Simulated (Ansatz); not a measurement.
**C7H10N2: small, medium and large basis sets**

Aim: see how fast density functionals converge with the basis set for C7H10N2.

The runs use Ansatz 0.2.0, Gaussian basis; one geometry, several basis sets.

Plan: PBE0-D4/def2-SVP; ωB97M-V/def2-SVP; PBE0-D4/def2-QZVPP; ωB97M-V/def2-QZVPP; the functionals' def2-TZVPP values are taken from earlier runs.

### 1 The geometry

The geometry comes from an earlier relaxation with PBE0-D4 in a triple-zeta def2 set; it is a stationary point, not always the lowest conformer.

SMILES `CC(C)(C)C(C#N)C#N`, 19 atoms, charge 0, spin multiplicity 1.

Atoms are counted from 1 here; the program's logs count them from 0.

Bond lengths: C1–C2 1.524 Å, C1–H10 1.092 Å, C1–H11 1.094 Å, C1–H12 1.092 Å, C2–C3 1.523 Å, C2–C4 1.524 Å, C2–C5 1.563 Å, C3–H13 1.092 Å, C3–H14 1.092 Å, C3–H15 1.092 Å, C4–H16 1.094 Å, C4–H17 1.092 Å, C4–H18 1.092 Å, C5–C6 1.462 Å, C5–C8 1.462 Å, C5–H19 1.097 Å, C6–N7 1.148 Å, C8–N9 1.148 Å. Angles: C2–C1–H10 111.7°, C2–C1–H11 111.4°, C2–C1–H12 109.5°, H10–C1–H11 108.3°, H10–C1–H12 107.9°, H11–C1–H12 107.8°, C1–C2–C3 110.5°, C1–C2–C4 110.0°, C1–C2–C5 107.9°, C3–C2–C4 110.5°, C3–C2–C5 109.9°, C4–C2–C5 107.9°, C2–C3–H13 111.4°, C2–C3–H14 109.7°, C2–C3–H15 111.4°, H13–C3–H14 107.9°, H13–C3–H15 108.4°, H14–C3–H15 107.9° and more.

### 2 PBE0-D4 in def2-SVP

Input file in.yaml:

```yaml
crystal:
  periodic: [false, false, false]
  atoms:
    - {symbol: C, position_ang: [0.153157, -0.476267, -1.622320]}
    - {symbol: C, position_ang: [0.057890, -0.296519, -0.111930]}
    - {symbol: C, position_ang: [1.448177, -0.208992, 0.503617]}
    - {symbol: C, position_ang: [-0.726230, -1.449995, 0.502327]}
    - {symbol: C, position_ang: [-0.730550, 1.024291, 0.167067]}
    - {symbol: C, position_ang: [-0.086715, 2.187844, -0.439842]}
    - {symbol: N, position_ang: [0.429974, 3.080623, -0.944414]}
    - {symbol: C, position_ang: [-0.929616, 1.254494, 1.596786]}
    - {symbol: N, position_ang: [-1.088609, 1.399100, 2.724805]}
    - {symbol: H, position_ang: [0.704479, 0.340767, -2.092398]}
    - {symbol: H, position_ang: [-0.838012, -0.531549, -2.081179]}
    - {symbol: H, position_ang: [0.676546, -1.407735, -1.846917]}
    - {symbol: H, position_ang: [1.397087, -0.072604, 1.586354]}
    - {symbol: H, position_ang: [1.995724, -1.132926, 0.306810]}
    - {symbol: H, position_ang: [2.021148, 0.618398, 0.078577]}
    - {symbol: H, position_ang: [-1.731331, -1.520757, 0.077133]}
    - {symbol: H, position_ang: [-0.817796, -1.344745, 1.585383]}
    - {symbol: H, position_ang: [-0.211404, -2.390970, 0.298527]}
    - {symbol: H, position_ang: [-1.723928, 0.927532, -0.288403]}
basis:
  gaussian: {orbitals: def2-SVP}
hamiltonian: {xc: pbe0, dispersion: d4}
output: {orbitals: {seedname: orbitals}}
```

Started as:

```console
ansatz run in.yaml --threads 2 --pin off --events-out ev --progress --plain --max-ram 32768MiB --backend cpu
```

Further steps of the session: ωB97M-V in def2-SVP; PBE0-D4 in def2-QZVPP; ωB97M-V in def2-QZVPP.

Q: Predict the results of all the runs planned. Wanted: PBE0-D4: double and triple zeta above quadruple; ωB97M-V: double and triple zeta above quadruple.

As calculated:

| quantity | value |
| --- | --- |
| PBE0-D4: double and triple zeta above quadruple | 11.97, 0.55 eV |
| ωB97M-V: double and triple zeta above quadruple | 12.51, 0.52 eV |

**Reading.** PBE0-D4 gains 11.43 eV from double to triple zeta, then 0.55 eV more. These are total energies; as a rule much of such shifts cancels in differences, which this series doesn't test. The LUMO of ωB97M-V is positive and keeps falling with the basis (2.10 to 1.01 eV): an unbound level that the basis holds in place.
